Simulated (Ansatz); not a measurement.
**TiO: a scan of the volume**

This session on TiO sets out to follow energy and moments against volume.

Program: Ansatz 0.2.0. Level of theory: DFT r2SCAN, scalar-relativistic, plane waves, PAW. These are calculated values, not measurements.

1 further run of the same task is left out (set aside as unsound or not needed). Runs told in other sessions of the task aren't counted.

## 1. Starting point

Symmetry: Pm-3m, No. 221, cubic system. The conventional cell has a = 4.087 Å, b = 4.087 Å, c = 4.087 Å, α = 90.00°, β = 90.00°, γ = 90.00°. Ti (site symmetry 4/mmm) is surrounded by 4 O at 2.04 Å. O (site symmetry 4/mmm) is surrounded by 4 Ti at 2.04 Å.

As a file:

```
CELL_PARAMETERS angstrom
4.08667 0.00000 0.00000
0.00000 4.08667 0.00000
0.00000 0.00000 4.08667
ATOMIC_POSITIONS crystal
Ti 0.50000 0.50000 0.00000
Ti 0.00000 0.50000 0.50000
Ti 0.50000 0.00000 0.50000
O 0.00000 0.50000 0.00000
O 0.50000 0.00000 0.00000
O 0.00000 0.00000 0.50000
```

Source of the structure: the Materials Project (structure only). It is taken as it stands there.

## 2. The base run, which the others are set against

input.yaml

```yaml
crystal:
  lattice:
    - [4.086668, 0.0, 0.0]
    - [0.0, 4.086668, 0.0]
    - [0.0, 0.0, 4.086668]
  atoms:
    - { symbol: Ti, position: [0.5, 0.5, 0.0], spin: 0.22 }
    - { symbol: Ti, position: [0.0, 0.5, 0.5], spin: 0.22 }
    - { symbol: Ti, position: [0.5, 0.0, 0.5], spin: 0.22 }
    - { symbol: O, position: [0.0, 0.5, 0.0] }
    - { symbol: O, position: [0.5, 0.0, 0.0] }
    - { symbol: O, position: [0.0, 0.0, 0.5] }
basis:
  ecutwfc: 500
kpoints:
  mp_grid: { grid: [10, 10, 10] }
hamiltonian:
  xc: r2scan
scf:
  occupations: { method: gaussian, width: 0.1 }
output:
  forces: true
  stress: true
  eigenvalues: true
  populations: true
  write_density: true
  write_potential: true
  elf: true
  volumetric_format: npy
magnetization:
  spin_polarized: true
```

Its results, from an earlier run: -1537.8417 eV/atom at zero smearing, pressure -4.34 GPa, largest force 0.000 eV/Å, no gap on the mesh, site moments Ti +0.26 (×3) μB, in 20 SCF cycles and 2.3 min.

## 3. V/V0 = 0.8, start: ferromagnetic

input.yaml

```yaml
crystal:
  lattice:
    - [3.7937265111, 0.0, 0.0]
    - [0.0, 3.7937265111, 0.0]
    - [0.0, 0.0, 3.7937265111]
  atoms:
    - { symbol: Ti, position: [0.5, 0.5, 0.0], spin: 1.0 }
    - { symbol: Ti, position: [0.0, 0.5, 0.5] }
    - { symbol: Ti, position: [0.5, 0.0, 0.5] }
    - { symbol: O, position: [0.0, 0.5, 0.0] }
    - { symbol: O, position: [0.5, 0.0, 0.0] }
    - { symbol: O, position: [0.0, 0.0, 0.5] }
basis:
  ecutwfc: 500
kpoints:
  mp_grid: { grid: [10, 10, 10] }
hamiltonian:
  xc: r2scan
scf:
  occupations: { method: gaussian, width: 0.1 }
  lower_state_search: "off"
output:
  forces: true
  stress: true
  eigenvalues: true
  populations: true
  write_density: true
  write_potential: true
  elf: true
  volumetric_format: npy
magnetization:
  spin_polarized: true
```

The run is started by

```sh
ansatz run input.yaml --threads 1 --pin off --max-ram 2560MiB --backend cpu --events-out ev --progress --plain --runs-dir out
```

## 4. V/V0 = 0.86, start: ferromagnetic

Edit input.yaml of step 3 so:

```diff
@@ -2,5 +2,5 @@
   lattice:
-    - [3.7937265111, 0.0, 0.0]
-    - [0.0, 3.7937265111, 0.0]
-    - [0.0, 0.0, 3.7937265111]
+    - [3.8862927068, 0.0, 0.0]
+    - [0.0, 3.8862927068, 0.0]
+    - [0.0, 0.0, 3.8862927068]
   atoms:
```

## 5. V/V0 = 0.92, start: ferromagnetic

Edit input.yaml of step 4 so:

```diff
@@ -2,5 +2,5 @@
   lattice:
-    - [3.8862927068, 0.0, 0.0]
-    - [0.0, 3.8862927068, 0.0]
-    - [0.0, 0.0, 3.8862927068]
+    - [3.9746476333, 0.0, 0.0]
+    - [0.0, 3.9746476333, 0.0]
+    - [0.0, 0.0, 3.9746476333]
   atoms:
@@ -26,6 +26,2 @@
   populations: true
-  write_density: true
-  write_potential: true
-  elf: true
-  volumetric_format: npy
 magnetization:
```

## 6. V/V0 = 0.96, start: ferromagnetic

Edit input.yaml of step 5 so:

```diff
@@ -2,5 +2,5 @@
   lattice:
-    - [3.9746476333, 0.0, 0.0]
-    - [0.0, 3.9746476333, 0.0]
-    - [0.0, 0.0, 3.9746476333]
+    - [4.0314359862, 0.0, 0.0]
+    - [0.0, 4.0314359862, 0.0]
+    - [0.0, 0.0, 4.0314359862]
   atoms:
```

## 7. V/V0 = 1.04, start: ferromagnetic

Edit input.yaml of step 6 so:

```diff
@@ -2,5 +2,5 @@
   lattice:
-    - [4.0314359862, 0.0, 0.0]
-    - [0.0, 4.0314359862, 0.0]
-    - [0.0, 0.0, 4.0314359862]
+    - [4.1404461145, 0.0, 0.0]
+    - [0.0, 4.1404461145, 0.0]
+    - [0.0, 0.0, 4.1404461145]
   atoms:
@@ -26,2 +26,6 @@
   populations: true
+  write_density: true
+  write_potential: true
+  elf: true
+  volumetric_format: npy
 magnetization:
```

## 8. V/V0 = 1.1, start: ferromagnetic

Edit input.yaml of step 7 so:

```diff
@@ -2,5 +2,5 @@
   lattice:
-    - [4.1404461145, 0.0, 0.0]
-    - [0.0, 4.1404461145, 0.0]
-    - [0.0, 0.0, 4.1404461145]
+    - [4.2185861149, 0.0, 0.0]
+    - [0.0, 4.2185861149, 0.0]
+    - [0.0, 0.0, 4.2185861149]
   atoms:
@@ -26,6 +26,2 @@
   populations: true
-  write_density: true
-  write_potential: true
-  elf: true
-  volumetric_format: npy
 magnetization:
```

## 9. V/V0 = 1.18, start: ferromagnetic

Edit input.yaml of step 8 so:

```diff
@@ -2,5 +2,5 @@
   lattice:
-    - [4.2185861149, 0.0, 0.0]
-    - [0.0, 4.2185861149, 0.0]
-    - [0.0, 0.0, 4.2185861149]
+    - [4.3184711865, 0.0, 0.0]
+    - [0.0, 4.3184711865, 0.0]
+    - [0.0, 0.0, 4.3184711865]
   atoms:
@@ -26,2 +26,6 @@
   populations: true
+  write_density: true
+  write_potential: true
+  elf: true
+  volumetric_format: npy
 magnetization:
```

(Steps that only read results are left out.)

Q: Predict the outcome of the series: the values and the trend.

**Answer**, as computed:

```
                           quantity        value
lowest point, start “ferromagnetic”  V/V0 = 1.00
```

In words: For the start “ferromagnetic” the lowest point lies at V/V0 = 1.00. The pressure passes through zero near V/V0 = 0.981, about 11.16 Å³/atom. The moments vanish at V/V0 = 0.86 and below and stand from 0.92 up, reaching 0.33 μB: expansion narrows the bands and favours magnetism. Other magnetic orders or occupations could lie lower; they were not searched in full. The small moment in this metal comes from r2SCAN alone, which enlarges such moments; no other functional was run here.
